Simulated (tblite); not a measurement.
# C5H7BBrF: the cost of one run

The runs use tblite 0.8.0 and PySCF 2.14.0, with density-fitted response routines of our own; the level of theory stands in each step. All values are computed, except where a source is named. Atoms are numbered from 0 throughout.

### Step 1. The molecule as given

15 atoms, charge 0, multiplicity 1; geometry from: force field or distance geometry start.

Bonds of the start (Å): F0–B1 1.47, B1–C2 1.56, C2–C3 1.32, C3–C4 1.47, C4–C5 1.53, C5–C6 1.53, C6–Br7 1.92, C6–C2 1.52, B1–H8 1.18, C3–H9 1.10, C4–H10 1.09, C4–H11 1.11, C5–H12 1.13, C5–H13 1.08, C6–H14 1.10.

### Step 2. Relaxing the molecule with GFN2-xTB

The job: settings as JSON, then the geometry in Å.

```
{"job": {"kind": "relax", "xc": "GFN2-xTB", "basis": "xTB"}, "charge": 0, "multiplicity": 1}
F      2.858800    -0.976300     1.384900
B      2.271300    -0.573300     0.104400
C      0.737400    -0.330700    -0.069400
C     -0.224600    -1.222700     0.059000
C     -1.536500    -0.594900    -0.185800
C     -1.224800     0.836800     0.260100
C      0.119600     1.006300    -0.447400
Br     1.169800     2.465500     0.220400
H      3.038800    -0.130400    -0.672000
H     -0.080200    -2.273800     0.335700
H     -2.359900    -0.943300     0.435600
H     -1.775500    -0.631500    -1.268200
H     -0.995500     0.768900     1.362300
H     -1.969200     1.565800    -0.010000
H     -0.033900     1.041700    -1.531400
```

Launch:

```console
$ OMP_NUM_THREADS=1 python probes_run.py task.json out
```

The driver reads the jobs from task.json and runs them one after another.

**Question.** How long does this first job take on 1 thread of Arm Neoverse N1, shared host, and how much memory does it need?

About 1.4 s, with a peak of 0.18 GiB.
